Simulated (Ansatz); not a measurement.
# MgCd3O4: the cost of one run

Method: DFT PBE, scalar-relativistic, plane waves, PAW, in Ansatz 0.2.0.

### 1 The structure to begin with

Symmetry: P4/mmm, No. 123, tetragonal system. Conventional cell: a = 3.538 Å, b = 3.538 Å, c = 10.007 Å, α = 90.00°, β = 90.00°, γ = 90.00°. Mg (site symmetry 4/mmm) has 6 O at 2.50 Å as nearest neighbours. Cd (site symmetry 4mm) is surrounded by 6 O at 2.50 Å. Cd (site symmetry 4/mmm) has 6 O at 2.50 Å as nearest neighbours. O (site symmetry 4/mmm) is surrounded by 6 Cd at 2.50 Å. O (site symmetry 4mm) has 1 Mg at 2.50 Å and 5 Cd at 2.50 Å as nearest neighbours. O (site symmetry 4/mmm) is surrounded by 2 Cd at 2.50 Å and 4 Mg at 2.50 Å.

As a file:

```xyz
8
Lattice="3.5379 0.0000 0.0000 0.0000 3.5379 0.0000 0.0000 0.0000 10.0066" Properties=species:S:1:pos:R:3 pbc="T T T"
Mg    1.7689    1.7689    5.0033
Cd    0.0000    0.0000    7.5049
Cd    1.7689    1.7689    0.0000
Cd    0.0000    0.0000    2.5016
O     0.0000    0.0000    0.0000
O     1.7689    1.7689    2.5016
O     0.0000    0.0000    5.0033
O     1.7689    1.7689    7.5049
```

The start is an ordering of an alloy on its end members' structure types: elements ordered on the sites of the CdO type, Cd/Mg on Cd (P4/mmm, No. 123).

### 2 The guess as it stands, on a coarse mesh

Contents of input.yaml:

```yaml
crystal:
  lattice:
    - [3.53785385, 0.0, 0.0]
    - [0.0, 3.53785385, 0.0]
    - [0.0, 0.0, 10.00656178]
  atoms:
    - { symbol: Mg, position: [0.5, 0.5, 0.5] }
    - { symbol: Cd, position: [0.0, 0.0, 0.75] }
    - { symbol: Cd, position: [0.5, 0.5, 0.0] }
    - { symbol: Cd, position: [0.0, 0.0, 0.25] }
    - { symbol: O, position: [0.0, 0.0, 0.0] }
    - { symbol: O, position: [0.5, 0.5, 0.25] }
    - { symbol: O, position: [0.0, 0.0, 0.5] }
    - { symbol: O, position: [0.5, 0.5, 0.75] }
basis:
  ecutwfc: 420
kpoints:
  mp_grid: { grid: [6, 6, 2] }
hamiltonian:
  xc: pbe
scf:
  occupations: { method: gaussian, width: 0.1 }
  lower_state_search: "off"
output:
  forces: true
  stress: true
  eigenvalues: true
```

Started as:

```console
$ ansatz run input.yaml --threads 1 --pin off --max-ram 2560MiB --backend cpu --events-out ev --progress --plain --runs-dir out
```

Q: Estimate wall time and peak memory on 1 thread of AMD EPYC 7R43 (Zen 3), shared host.

About 6 s, with a peak of 0.48 GiB.
